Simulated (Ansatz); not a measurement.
# IrRu (P-6m2): equation of state with a fit from a Python script

Where is the equilibrium volume of IrRu (P-6m2), and how stiff is it? Aim: an equation of state with a fit, for IrRu (P-6m2), run from a script.

All numbers are computed with the Python package of Ansatz 0.2.0. Level of theory: DFT PBEsol, plane waves, PAW.

## Step 1: The structure

Symmetry: P-6m2, No. 187, hexagonal system. Conventional cell: a = 2.725 Å, b = 2.725 Å, c = 4.331 Å, α = 90.00°, β = 90.00°, γ = 120.00°. Ru (site symmetry -6m2) is surrounded by 6 Ir at 2.68 Å and 6 Ru at 2.72 Å. Ir (site symmetry -6m2) has 6 Ru at 2.68 Å and 6 Ir at 2.72 Å as nearest neighbours.

No structure file is read: the coordinates are typed or built in the script.

## Step 2: The code

Input file irru_eos.py:

```python
# -*- coding: utf-8 -*-
"""Equation of state of IrRu."""

import ansatz as az
from ase.eos import EquationOfState
from ase.units import GPa
import numpy as np

vectors0 = np.array([
    [2.724911, 0.0, 0.0],
    [-1.362456, 2.359842, 0.0],
    [0.0, 0.0, 4.330698],
])
sites = [
    ("Ru", (2 / 3, 1 / 3, 0.0)),
    ("Ir", (0.0, 0.0, 0.5)),
]


def crystal_on(cell):
    crystal = az.Crystal(lattice=az.Lattice.of(cell))
    for symbol, position in sites:
        crystal = crystal.atom(symbol, position)
    return crystal

# uniform scaling of the cell
volumes, energies, pressures = [], [], []
for scale in np.linspace(0.92, 1.08, 7):
    cell = vectors0 * scale ** (1 / 3)
    calculation = (
        crystal_on(cell).calculation()
        .occupations("Methfessel-Paxton", width=100 * az.meV)
        .scf(tolerance=1e-09, lower_state_search="off")
        .functional("pbesol")
        .basis(500)
        .kpoints(12, 12, 7)
        .stress()
    )
    data = calculation.run(threads=1).report
    volumes.append(abs(np.linalg.det(cell)) / len(sites))
    energies.append(data["free_energy_ev"] / len(sites))
    pressures.append(np.trace(data["stress_gpa"]) / 3)
    print(f"V = {volumes[-1]:8.4f} A^3/atom  F = {energies[-1]:.5f} eV/atom  P = {pressures[-1]:8.3f} GPa")

eos = EquationOfState(volumes, energies, eos="birchmurnaghan")
v0, e0, bulk = eos.fit()
print(f"V0 = {v0:.4f} A^3/atom, E0 = {e0:.5f} eV/atom, B = {bulk / GPa:.1f} GPa")
```

## Step 3: The calls as engine input

The package turns the script's settings into the engine's input (first run):

```yaml
crystal:
  lattice:
    - [2.6502179910408494, 0.0, 0.0]
    - [-1.3251094818148377, 2.2951559608419574, 0.0]
    - [0.0, 0.0, 4.211988484528347]
  atoms:
    - { symbol: Ru, position: [0.6666666666666666, 0.3333333333333333, 0.0] }
    - { symbol: Ir, position: [0.0, 0.0, 0.5] }
basis:
  ecutwfc: 500.0
kpoints:
  mp_grid:
    grid: [12, 12, 7]
hamiltonian:
  xc: pbesol
scf:
  convergence:
    dr2_threshold: 1.0e-09
  lower_state_search: "off"
  occupations:
    method: methfessel_paxton
    width: 0.1
output:
  stress: true
```

## Step 4: Running it

On the command line:

```
$ python irru_eos.py
```

The program printed:

```text
DeckWarning: output.stress: scf.convergence.dr2_threshold = 1e-9 eV is looser than the 2e-10 eV advised for a printed stress (1e-10 eV for each atom of the cell: 2). What an SCF threshold leaves in a stress goes as its square root, and in the free energy as the threshold itself, and one threshold admits the most on a [...]
V =  12.8101 A^3/atom  F = -8807.72715 eV/atom  P =   28.802 GPa
V =  13.1814 A^3/atom  F = -8807.77783 eV/atom  P =   15.292 GPa
V =  13.5527 A^3/atom  F = -8807.79957 eV/atom  P =    3.779 GPa
V =  13.9240 A^3/atom  F = -8807.79667 eV/atom  P =   -6.023 GPa
V =  14.2953 A^3/atom  F = -8807.77278 eV/atom  P =  -14.360 GPa
V =  14.6666 A^3/atom  F = -8807.73108 eV/atom  P =  -21.437 GPa
V =  15.0379 A^3/atom  F = -8807.67426 eV/atom  P =  -27.429 GPa
V0 = 13.6887 A^3/atom, E0 = -8807.80115 eV/atom, B = 368.6 GPa
```

(Warnings from the package without file and line, shortened.)

Wall time 40 s (1 thread of Arm Neoverse V1, shared host); peak memory 0.43 GiB.

## Step 5: Inputs of later runs

The engine's inputs for some of the other runs:

Run 3, against run 1:

```diff
@@ -3,3 +3,3 @@
-    - [2.6502179910408494, 0.0, 0.0]
-    - [-1.3251094818148377, 2.2951559608419574, 0.0]
-    - [0.0, 0.0, 4.211988484528347]
+    - [2.700471019788178, 0.0, 0.0]
+    - [-1.3502360054095424, 2.3386763576054315, 0.0]
+    - [0.0, 0.0, 4.2918555668257135]
```

Run 4, against run 1:

```diff
@@ -3,3 +3,3 @@
-    - [2.6502179910408494, 0.0, 0.0]
-    - [-1.3251094818148377, 2.2951559608419574, 0.0]
-    - [0.0, 0.0, 4.211988484528347]
+    - [2.724911, 0.0, 0.0]
+    - [-1.362456, 2.359842, 0.0]
+    - [0.0, 0.0, 4.330698]
```

Run 6, against run 1:

```diff
@@ -3,3 +3,3 @@
-    - [2.6502179910408494, 0.0, 0.0]
-    - [-1.3251094818148377, 2.2951559608419574, 0.0]
-    - [0.0, 0.0, 4.211988484528347]
+    - [2.772517299804931, 0.0, 0.0]
+    - [-1.3862591586378514, 2.4010702624072007, 0.0]
+    - [0.0, 0.0, 4.406358638953938]
```

## Step 6: The runs side by side

One row for each of the 7 runs:

| run | volume (Å³/atom) | energy from run 3 (meV/atom) | pressure (GPa) | SCF cycles | CPU time (s) |
| --- | --- | --- | --- | --- | --- |
| 1 | 12.810 | 72.42 | 28.80 | 7 | 4.9 |
| 2 | 13.181 | 21.74 | 15.29 | 7 | 4.9 |
| 3 | 13.553 | 0.00 | 3.78 | 7 | 4.9 |
| 4 | 13.924 | 2.90 | -6.02 | 7 | 5.1 |
| 5 | 14.295 | 26.79 | -14.36 | 7 | 5.2 |
| 6 | 14.667 | 68.49 | -21.44 | 7 | 5.8 |
| 7 | 15.038 | 125.31 | -27.43 | 7 | 6.5 |

Energies are free energies F = E - TS of the smeared occupations. 

## Step 7: What came out

| quantity | value |
| --- | --- |
| runs compared | 7 |
| range of energy | 125.31 meV/atom |
| lowest point, volume (Å³/atom) | 13.553 |
| equilibrium volume (fit) | 13.69 Å³/atom |
| bulk modulus (fit) | 369 GPa |

A third-order Birch-Murnaghan fit through the 7 points has its minimum at 13.69 Å³ an atom, 1.7 % below the typed cell, with a bulk modulus of 369 GPa and dB/dP = 5.0. From that minimum the energy rises by 74.0 meV an atom on the compressed side and 126.9 meV on the expanded side. Reading the output:
- Shape and fractional positions are held along the curve, so the bulk modulus is an upper value where they are free to relax.
- For a metal this k-point mesh is coarse: on a finer one energies can move by several to tens of meV an atom and pressures by half a GPa or more, differences at one mesh by less.
- Pressure is positive in compression.
- Spin-orbit coupling, which matters for elements this heavy, is left out.
- At these settings the cell as given stands under about -6 GPa, so it isn't at this functional's equilibrium volume.
- The structure comes from a database of computed cells and needn't be a stable or known phase.
